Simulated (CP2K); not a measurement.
Runs of CP2K 2026.2 on NaLaMnMoO6. Symmetry: P2_1, No. 4, monoclinic system. The conventional cell has a = 5.557 Å, b = 5.598 Å, c = 8.025 Å, α = 90.00°, β = 90.44°, γ = 90.00°. Around Na (site symmetry 1) lie 4 O at 2.36 to 2.63 Å. La (site symmetry 1) has 8 O at 2.40 to 2.69 Å as nearest neighbours. Around Mn (site symmetry 1) lie 6 O at 2.07 to 2.20 Å. Mo (site symmetry 1) is surrounded by 5 O at 1.83 to 2.03 Å. O (site symmetry 1) is surrounded by 1 Mo at 1.83 Å and 1 Mn at 2.08 Å. Around O (site symmetry 1) lie 1 Mo at 1.87 Å. O (site symmetry 1) is surrounded by 1 Mo at 1.91 Å and 1 Mn at 2.08 Å. O (site symmetry 1) has 1 Mo at 2.03 Å and 1 Mn at 2.07 Å as nearest neighbours. The cell was built by a generator and needn't be a form met in nature.

```csv
level,gap on the mesh (eV),pressure (GPa),moment (μB)
PBE,(c),1.1,9.99
LDA,0.30,-7.6,9.95
PBEsol,0.42,(b),(a)
RPBE,0.52,-,9.99
```

Alike in all rows: task single point; potentials or basis GTH_POTENTIALS Na GTH-PBE-q9, La GTH-PBE-q11, Mn GTH-PBE-q15, Mo GTH-PBE-q14, O GTH-PBE-q6; DZVP-MOLOPT-SR-GTH basis; spin collinear, ferromagnetic start; cell as given; k mesh 4 × 4 × 3; smearing fermi-dirac 0.05 eV.

Question: Fill in the values left out.

Answer: (a) 9.98; (b) -3.9; (c) 0.46.

Caveats: spin-orbit coupling is left out, which moves the levels of the heavy elements; an odd mesh through Γ misses points on the zone boundary, where band edges often lie; the basis of atomic orbitals isn't converged, which shifts pressures, moduli and gaps; only a ferromagnetic start was run, and an antiferromagnetic order may lie lower in energy; the potentials were made for another functional, which shifts forces and pressure (some runs).

A k mesh can miss the band edges, and the runs leave out spin-orbit coupling on La, Mo.
